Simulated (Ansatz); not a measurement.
# CH7FSn (built from SMILES F.[CH3][SnH3]): a barrier at many levels of theory

How high is the barrier of this step (Sn1–F7 formed, C2–H6 formed, Sn1–C2 broken, H6–F7 broken), and how far do cheaper methods land from CCSD(T)?

Method: single points in def2-TZVPP on PBE0-D4/def2-TZVP structures; program: Ansatz 0.2.0, Gaussian basis.

Levels: SPW92, PBE-D4, BLYP-D4, r2SCAN-D4, B97M-V, PBE0-D4, B3LYP-D4, r2SCAN0-D4, BHLYP-D4, CAM-B3LYP-D4, wB97X-V, wB97M-V, B2PLYP, PBE-QIDH, RPA on PBE, Hartree-Fock, MP2, CCSD, CCSD(T). The reference is CCSD(T) at the basis limit, from triple and quadruple zeta. Zero-point energies come from PBE0-D4 vibrations.

Correlated methods freeze the cores. Filled d shells of the heavier atoms are correlated. Core potentials replace the inner electrons past krypton, and spin-orbit coupling is left out. B3LYP uses VWN-RPA correlation. B2PLYP carries no dispersion term here.

80 further runs of the same task are left out: 80 set aside as unsound or not needed. Runs told in other sessions of the task aren't counted.

## 1. Start, saddle and end, as given

Charge 0, multiplicity 1. The folders r, ts and p hold the start, the saddle and the end; their coordinates stand in the first inputs.

| pair | r (Å) | ts (Å) | p (Å) |
| --- | --- | --- | --- |
| Sn1–F7 | 3.604 | 2.249 | 1.928 |
| C2–H6 | 3.304 | 1.339 | 1.090 |
| Sn1–C2 | 2.132 | 2.428 | 4.243 |
| H6–F7 | 0.930 | 1.210 | 2.524 |

## 2. SPW92/def2-TZVPP

Input file r/in.yaml:

```yaml
crystal:
  periodic: [false, false, false]
  atoms:
    - {symbol: Sn, position_ang: [-0.909824, 0.583206, -0.349291]}
    - {symbol: C, position_ang: [0.025410, -1.331222, -0.269876]}
    - {symbol: H, position_ang: [-1.572245, 0.916942, -1.885474]}
    - {symbol: H, position_ang: [-2.101257, 0.767420, 0.856496]}
    - {symbol: H, position_ang: [0.287307, 1.799342, -0.063697]}
    - {symbol: H, position_ang: [1.553043, 1.331446, 0.951220]}
    - {symbol: F, position_ang: [2.149779, 0.909481, 1.526825]}
    - {symbol: H, position_ang: [-0.727226, -2.116704, -0.333367]}
    - {symbol: H, position_ang: [0.722775, -1.435180, -1.100637]}
    - {symbol: H, position_ang: [0.572138, -1.424634, 0.667802]}
basis:
  gaussian: {orbitals: def2-TZVPP}
hamiltonian: {xc: lda}
```

Input file ts/in.yaml:

```yaml
crystal:
  periodic: [false, false, false]
  atoms:
    - {symbol: Sn, position_ang: [-0.697296, 0.998926, -0.157936]}
    - {symbol: C, position_ang: [0.477725, -1.124807, -0.102662]}
    - {symbol: H, position_ang: [-1.625474, 0.210943, -1.380181]}
    - {symbol: H, position_ang: [-1.720013, 1.312586, 1.159340]}
    - {symbol: H, position_ang: [0.138878, 2.286515, -0.880772]}
    - {symbol: H, position_ang: [0.830366, -0.115325, 0.703810]}
    - {symbol: F, position_ang: [0.984555, 0.906889, 1.332355]}
    - {symbol: H, position_ang: [-0.416268, -1.720990, 0.077925]}
    - {symbol: H, position_ang: [0.722684, -1.123522, -1.164375]}
    - {symbol: H, position_ang: [1.304743, -1.631115, 0.412497]}
basis:
  gaussian: {orbitals: def2-TZVPP}
hamiltonian: {xc: lda}
```

Input file p/in.yaml:

```yaml
crystal:
  periodic: [false, false, false]
  atoms:
    - {symbol: Sn, position_ang: [-0.990178, 1.917904, 0.015763]}
    - {symbol: C, position_ang: [0.891726, -1.883275, -0.089328]}
    - {symbol: H, position_ang: [-1.323429, 0.550423, -0.936646]}
    - {symbol: H, position_ang: [-2.227406, 2.309035, 1.114856]}
    - {symbol: H, position_ang: [-0.412898, 3.249519, -0.870391]}
    - {symbol: H, position_ang: [1.055895, -0.978968, 0.496218]}
    - {symbol: F, position_ang: [0.496411, 1.399090, 1.128744]}
    - {symbol: H, position_ang: [-0.117374, -2.256598, 0.087124]}
    - {symbol: H, position_ang: [1.013974, -1.661143, -1.149756]}
    - {symbol: H, position_ang: [1.613178, -2.645886, 0.203416]}
basis:
  gaussian: {orbitals: def2-TZVPP}
hamiltonian: {xc: lda}
```

Each run has its own folder and the same command.

The run is started by

```
ansatz run in.yaml --threads 4 --pin off --events-out ev --progress --plain --max-ram 9574MiB
```

The runs that follow: PBE-D4/def2-TZVPP; BLYP-D4/def2-TZVPP; r2SCAN-D4/def2-TZVPP; B97M-V/def2-TZVPP; PBE0-D4/def2-TZVPP; B3LYP-D4/def2-TZVPP; r2SCAN0-D4/def2-TZVPP; BHLYP-D4/def2-TZVPP; CAM-B3LYP-D4/def2-TZVPP; wB97X-V/def2-TZVPP; wB97M-V/def2-TZVPP; B2PLYP/def2-TZVPP; PBE-QIDH/def2-TZVPP; RPA on PBE/def2-TZVPP; CCSD(T)/def2-TZVPP; MP2/def2-QZVPP; SPW92/def2-SVP; PBE-D4/def2-SVP; PBE0-D4/def2-SVP; wB97M-V/def2-SVP; CCSD(T)/def2-SVP; Vibrations of the start structure; Vibrations of the end structure.

**Question.** What will these runs give? Wanted: barrier, CCSD(T)/CBS; reverse barrier, CCSD(T)/CBS; step energy, CCSD(T)/CBS; barrier with zero-point energy; step energy with zero-point energy; imaginary mode at the saddle; largest T1 diagnostic.

The runs gave:

```
                          quantity         value
              barrier, CCSD(T)/CBS  135.1 kJ/mol
      reverse barrier, CCSD(T)/CBS  201.2 kJ/mol
          step energy, CCSD(T)/CBS  -66.1 kJ/mol
    barrier with zero-point energy  127.4 kJ/mol
step energy with zero-point energy  -66.1 kJ/mol
      imaginary mode at the saddle    1071i cm⁻¹
             largest T1 diagnostic         0.013
```

B2PLYP is the best functional here (-0.5 kJ/mol from CCSD(T)/CBS); SPW92 is the worst (-49.6 kJ/mol). Mean unsigned error by rung: LDA 49.6, GGA 23.7, meta-GGA 19.9, hybrid 9.0, range-separated hybrid 6.3, double hybrid 1.2 kJ/mol. The double hybrids carry no dispersion term here, unlike the levels marked D4 or V. PBE-D4 gives a barrier 27.7 kJ/mol too low, outside chemical accuracy (1 kcal/mol, 4.2 kJ/mol). Every functional without exact exchange puts the forward barrier too low. The barrier rises with the share of exact exchange, from BLYP-D4 through B3LYP-D4 to BHLYP-D4 (-19.6, -7.0, +9.6 kJ/mol). Hartree-Fock, with no correlation, is off by +48.2 kJ/mol. Zero-point motion lowers the barrier by 7.7 kJ/mol.
